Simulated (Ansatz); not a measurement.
**HfMoC2 in Ansatz: the effect of Hubbard term**

The system is HfMoC2.

```
Hf Mo C
1.0
     3.19142    0.00000    0.00000
     0.00000    3.19142    0.00000
     0.00000    0.00000    4.48516
Hf Mo C
1 1 2
Direct
  0.00000 0.00000 0.00000
  0.50000 0.50000 0.50000
  0.50000 0.50000 0.00000
  0.00000 0.00000 0.50000
```

The cell comes from a database or a generator and needn't be the stable form of this composition.

Alike in all runs:

- Program: Ansatz 0.2.0
- Task: density of states
- Functional: PBEsol
- Potentials or basis: all-electron LAPW, scalar-relativistic
- Cutoff: 301 eV (chosen from the basis error)
- Basis error allowed: 0.002 eV/atom
- k mesh: 8 × 8 × 6
- Occupations: fermi-dirac, width 0.05 eV
- Spin: no spin polarisation

One run gave: pressure -7.0 GPa. Which Hubbard term did it use?
A. Hf d U = 2 eV, Mo d U = 2 eV
B. Hf d U = 6 eV, Mo d U = 6 eV
C. none
D. Hf d U = 8 eV, Mo d U = 8 eV
E. Hf d U = 4 eV, Mo d U = 4 eV

A.

| Hubbard term | pressure (GPa) |
| --- | --- |
| none | -8.9 |
| Hf d U = 2 eV, Mo d U = 2 eV | -7.0 |
| Hf d U = 4 eV, Mo d U = 4 eV | -4.6 |
| Hf d U = 6 eV, Mo d U = 6 eV | -0.8 |
| Hf d U = 8 eV, Mo d U = 8 eV | 6.3 |

Caveats: U is the effective U less J, on atomic orbitals that reach past the spheres (some runs); U without spin polarisation on a metal has little footing (some runs); the U is typed as a test and isn't derived for this compound (some runs).
